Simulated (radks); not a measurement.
# Ho⁴⁺ in [Xe] 4f9: an all-electron calculation

Aim: the levels, the sizes of the orbitals and the parts of the energy of the holmium ion Ho4+.

The numbers are computed with radks (a radial shooting solver on a logarithmic mesh, Libxc functionals) version 1 (Dirac Kohn-Sham, BP86, spin-unpolarised, spherical densities, point nucleus; open shells fill j = l - 1/2 first), except any that are marked as measured or tabulated.

### 1 The atom as given

| Property | Result |
| --- | --- |
| element | holmium (Z = 67) |
| charge | +4 |
| electrons | 63 |
| configuration | [Xe] 4f9 |

### 2 Self-consistent calculation

The run's settings:

```text
Z 67
configuration [Xe] 4f9 6s0 5d0 6p0 5f0
relativity Dirac
functional b88,p86
spin unpolarised
j_filling energy
nucleus point
c 137.035999084
```

Launch:

```console
$ python run_ks.py task.json out
```

This one command runs every case of the session in turn.

**Question.** What will this run give?

**Answer**, as computed:

```
                        quantity                   value
                    total energy     -12626.9855 hartree
exchange-correlation share of it                  2.15 %
                            −T/E                  1.1006
          highest occupied level       4f7/2, -55.035 eV
    most extended occupied level  5p3/2, <r> = 1.43 bohr
 radius at density 0.001 e/bohr³               3.00 bohr
    maxima of the radial density                       4
         ionisation energy, NIST     63.9 (semi-emp.) eV
```

What this shows: The radial density shows 4 maxima for 5 occupied principal shells; where shells overlap, one shows as a shoulder or not at all. Relativity lifts −T/E to 1.101. Minus the highest eigenvalue, 55.035 eV, is 86 % of the tabulated ionisation energy (63.9 eV); the potential of a semilocal functional falls off too fast, so its top eigenvalue is too shallow. Spin polarisation and multiplet splitting are left out.
